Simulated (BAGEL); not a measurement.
**B3LYP/aug-cc-pVDZ (density fitting with qzvpp-jkfit) run of [SiCl3]+ (SMILES Cl[Si+](Cl)Cl)**

What is the energy change on altering one bond length of [SiCl3]+ at B3LYP/aug-cc-pVDZ (density fitting with qzvpp-jkfit)? 

The calculation is run with BAGEL 1.2.2.

2 further runs of the same task are left out: 1 that didn't finish, 1 set aside as unsound or not needed.

### Step 1. Starting point

The species is [SiCl3]+ (4 atoms), meant as a singlet with charge +1. As SMILES, `Cl[Si+](Cl)Cl`. Geometry: relaxed at PBE0-D4/def2-TZVP.

Bond lengths: Cl1–Si2 1.947 Å, Si2–Cl3 1.947 Å, Si2–Cl4 1.947 Å. Angles: Cl1–Si2–Cl3 120.0°, Cl1–Si2–Cl4 120.0°, Cl3–Si2–Cl4 120.0°.

### Step 2. The energy at B3LYP/aug-cc-pVDZ (density fitting with qzvpp-jkfit)

File job.json:

```json
{ "bagel": [

{
  "title": "molecule",
  "basis": "aug-cc-pvdz.json",
  "df_basis": "qzvpp-jkfit",
  "angstrom": true,
  "geometry": [
    { "atom": "Cl", "xyz": [   -1.556000,   -0.622300,    0.990900 ] },
    { "atom": "Si", "xyz": [    0.000000,   -0.000100,   -0.000100 ] },
    { "atom": "Cl", "xyz": [    1.772000,   -0.669600,    0.449500 ] },
    { "atom": "Cl", "xyz": [   -0.216000,    1.292000,   -1.440300 ] }
  ]
},
{
  "title": "ks",
  "xc_func": "b3lyp",
  "charge": 1
},
{
  "title": "print",
  "file": "orbitals.molden",
  "orbitals": true
}

]}
```

The basis set aug-cc-pVDZ is read from a file made from the Basis Set Exchange's data (not shown).

Run with:

```console
$ BAGEL_NUM_THREADS=1 BAGEL job.json > job.out
```

Output:

```text
* using 1 threads per process

  ===============================================================
  ===============================================================

  *** Geometry ***

  { "atom" : "Cl", "xyz" : [     -2.940414,     -1.175977,      1.872530 ] },
  { "atom" : "Si", "xyz" : [      0.000000,     -0.000189,     -0.000189 ] },
  { "atom" : "Cl", "xyz" : [      3.348595,     -1.265361,      0.849432 ] },
  { "atom" : "Cl", "xyz" : [     -0.408181,      2.441526,     -2.721773 ] },

  Number of auxiliary basis functions:      512

  Since a DF basis is specified, we compute 2- and 3-index integrals:
    o Being stored without compression. Storage requirement is 0.048 GB

  Number of basis functions:      108
  Number of electrons      :       65

    * METHOD: MOLECULE                             0.37

  *** Kohn-Sham DFT ***

    * Removing 6638 points whose weight is below 1.00e-10
    * Grid points: 52986

  === Nuclear Repulsion ===
   330.1271509275

       - DIIS with orbital gradients will be used.

  === KS iteration (b3lyp / aug-cc-pvdz.json) ===
      0      -1649.57207889          0.09544102           0.47
      1      -1651.74636356          0.10483495           0.44
      2      -1653.73281621          0.09758648           0.41
      3      -1668.18109692          0.03597305           0.41
      4      -1669.92575002          0.00568861           0.45
      5      -1669.96508791          0.00166334           0.43
      6      -1669.96888512          0.00036392           0.46
      7      -1669.96891792          0.00024914           0.43
      8      -1669.96897181          0.00002105           0.45
      9      -1669.96897220          0.00000583           0.44
     10      -1669.96897224          0.00000162           0.45
     11      -1669.96897224          0.00000009           0.40
     12      -1669.96897224          0.00000006           0.41
     13      -1669.96897224          0.00000001           0.40
    * SCF iteration converged.

    * Permanent dipole moment:
           (   -0.000013,     0.000142,     0.000152) a.u.

    * METHOD: KS                                   6.46

    * METHOD: PRINT                                0.02

  ===============================================================
```

It took 7.2 s on 1 thread of Intel Xeon Platinum 8375C at 2.90GHz (Ice Lake), shared host; peak memory 0.33 GiB.

### Step 3. The distorted shape, same level

File input.json:

```json
{ "bagel": [

{
  "title": "molecule",
  "basis": "aug-cc-pvdz.json",
  "df_basis": "qzvpp-jkfit",
  "angstrom": "true",
  "geometry": [
    { "atom": "Cl", "xyz": [      -1.523602,      -0.816105,       1.206918 ] },
    { "atom": "Si", "xyz": [       0.032398,      -0.193905,       0.215918 ] },
    { "atom": "Cl", "xyz": [       1.804398,      -0.863405,       0.665518 ] },
    { "atom": "Cl", "xyz": [      -0.216000,       1.292000,      -1.440300 ] }
  ]
},

{ "title": "ks", "xc_func": "b3lyp", "charge": 1 },

{ "title": "print", "file": "orbitals.molden", "orbitals": "true" }

]}
```

The basis set aug-cc-pVDZ is read from a file made from the Basis Set Exchange's data (not shown).

Run with:

```console
$ BAGEL_NUM_THREADS=1 BAGEL input.json > input.out
```

Output:

```text
* using 1 threads per process

  ===============================================================
  ===============================================================

  *** Geometry ***

  { "atom" : "Cl", "xyz" : [     -2.879191,     -1.542215,      2.280744 ] },
  { "atom" : "Si", "xyz" : [      0.061223,     -0.366427,      0.408026 ] },
  { "atom" : "Cl", "xyz" : [      3.409818,     -1.631599,      1.257647 ] },
  { "atom" : "Cl", "xyz" : [     -0.408181,      2.441526,     -2.721773 ] },

  Number of auxiliary basis functions:      512

  Since a DF basis is specified, we compute 2- and 3-index integrals:
    o Being stored without compression. Storage requirement is 0.048 GB

  Number of basis functions:      108
  Number of electrons      :       65

    * METHOD: MOLECULE                             0.43

  *** Kohn-Sham DFT ***

    * Removing 6370 points whose weight is below 1.00e-10
    * Grid points: 53254

  === Nuclear Repulsion ===
   315.2934582682

       - DIIS with orbital gradients will be used.

  === KS iteration (b3lyp / aug-cc-pvdz.json) ===
      0      -1646.24770640          0.07792124           0.47
      1      -1594.63046157          0.11155940           0.45
      2      -1518.63424081          0.11976705           0.47
      3      -1666.27961253          0.05786939           0.45
      4      -1668.56947519          0.04740669           0.45
      5      -1669.83738321          0.01008153           0.42
      6      -1669.92876560          0.00504101           0.44
      7      -1669.94912156          0.00154251           0.45
      8      -1669.95092448          0.00047859           0.43
      9      -1669.95110469          0.00021053           0.45
     10      -1669.95114455          0.00003856           0.44
     11      -1669.95114615          0.00001556           0.46
     12      -1669.95114646          0.00000343           0.44
     13      -1669.95114647          0.00000151           0.46
     14      -1669.95114647          0.00000028           0.44
     15      -1669.95114647          0.00000004           0.47
     16      -1669.95114647          0.00000004           0.45
     17      -1669.95114647          0.00000001           0.46
    * SCF iteration converged.

    * Permanent dipole moment:
           (   -0.054100,     0.323702,    -0.360541) a.u.

    * METHOD: KS                                   8.61

    * METHOD: PRINT                                0.03

  ===============================================================
```

It took 9.3 s on 1 thread of Intel Xeon Platinum 8375C at 2.90GHz (Ice Lake), shared host; peak memory 0.33 GiB.

### Step 4. What came out

At B3LYP/aug-cc-pVDZ (density fitting with qzvpp-jkfit):

| quantity | value |
| --- | --- |
| first shape: total energy | -1669.96897 Eh |
| first shape: HOMO energy | -15.17 eV |
| first shape: LUMO energy | -8.55 eV |
| first shape: HOMO–LUMO gap | 6.61 eV |
| distorted shape: total energy | -1669.95115 Eh |
| distorted shape: HOMO energy | -14.71 eV |
| distorted shape: LUMO energy | -9.15 eV |
| distorted shape: HOMO–LUMO gap | 5.56 eV |
| energy change with the Si2–Cl4 bond stretched from 1.947 to 2.239 Å | 0.485 eV |

What this shows: With the Si2–Cl4 bond stretched from 1.947 to 2.239 Å the energy rises by 0.49 eV (46.8 kJ/mol). The first shape isn't relaxed at this level, so the change isn't measured from a minimum.
